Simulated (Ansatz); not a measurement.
# C₂H₅GaO: small, medium and large basis sets

An exercise on one series of results from a longer session: the logs are not shown, and one member is left open.

Computed with Ansatz 0.2.0, Gaussian basis. Level: one geometry, several basis sets.

The runs, in order: PBE0-D4/def2-SVP; ωB97M-V/def2-SVP; PBE0-D4/def2-QZVPP; ωB97M-V/def2-QZVPP; the functionals' def2-TZVPP values are taken from earlier runs.

## The geometry

An earlier PBE0-D4 in a triple-zeta def2 set relaxation fixed the geometry.

SMILES `C=C[O][GaH2]`, 9 atoms, charge 0, spin multiplicity 1.

Atoms are counted from 1 here; the program's logs count them from 0.

Bond lengths: C1–C2 1.330 Å, C1–H5 1.085 Å, C1–H6 1.081 Å, C2–O3 1.342 Å, C2–H7 1.090 Å, O3–Ga4 1.803 Å, Ga4–H8 1.554 Å, Ga4–H9 1.557 Å. Angles: C2–C1–H5 122.2°, C2–C1–H6 119.9°, H5–C1–H6 118.0°, C1–C2–O3 126.7°, C1–C2–H7 120.5°, O3–C2–H7 112.8°, C2–O3–Ga4 125.3°, O3–Ga4–H8 111.6°, O3–Ga4–H9 116.5°, H8–Ga4–H9 131.9°.

Set-up of the first run:

in.yaml reads:

```yaml
crystal:
  periodic: [false, false, false]
  atoms:
    - {symbol: C, position_ang: [0.285091, 1.396043, -0.515334]}
    - {symbol: C, position_ang: [0.937412, 0.237357, -0.510720]}
    - {symbol: O, position_ang: [0.399229, -0.984671, -0.378338]}
    - {symbol: Ga, position_ang: [-0.923201, -1.421457, 0.766339]}
    - {symbol: H, position_ang: [-0.792643, 1.452332, -0.405072]}
    - {symbol: H, position_ang: [0.830592, 2.320942, -0.643259]}
    - {symbol: H, position_ang: [2.017740, 0.210173, -0.652040]}
    - {symbol: H, position_ang: [-1.471641, -2.848414, 0.489378]}
    - {symbol: H, position_ang: [-1.282588, -0.362305, 1.849054]}
basis:
  gaussian: {orbitals: def2-SVP}
hamiltonian: {xc: pbe0, dispersion: d4}
output: {orbitals: {seedname: orbitals}}
```

On the command line:

```sh
$ ansatz run in.yaml --threads 2 --pin off --events-out ev --progress --plain --max-ram 4352MiB
```

Among the steps run: PBE0-D4 in def2-SVP; ωB97M-V in def2-SVP; PBE0-D4 in def2-QZVPP; ωB97M-V in def2-QZVPP.

One table of the session follows, with a row left open; its other results are not shown here.

It belongs to the step «Functionals by basis». 

```
functional       basis  HOMO (eV)  LUMO (eV)
   PBE0-D4    def2-SVP      -6.60      -1.45
   PBE0-D4  def2-TZVPP      -6.67      -1.51
   PBE0-D4  def2-QZVPP      -6.69      -1.56
   ωB97M-V    def2-SVP      -8.82       0.30
   ωB97M-V  def2-TZVPP      -8.90       0.18
   ωB97M-V  def2-QZVPP          ?          ?
```

**Question.** Estimate the row for ωB97M-V, def2-QZVPP.

The run gave: HOMO (eV): -8.92; LUMO (eV): -0.01. In the column «HOMO (eV)» it is the lowest.
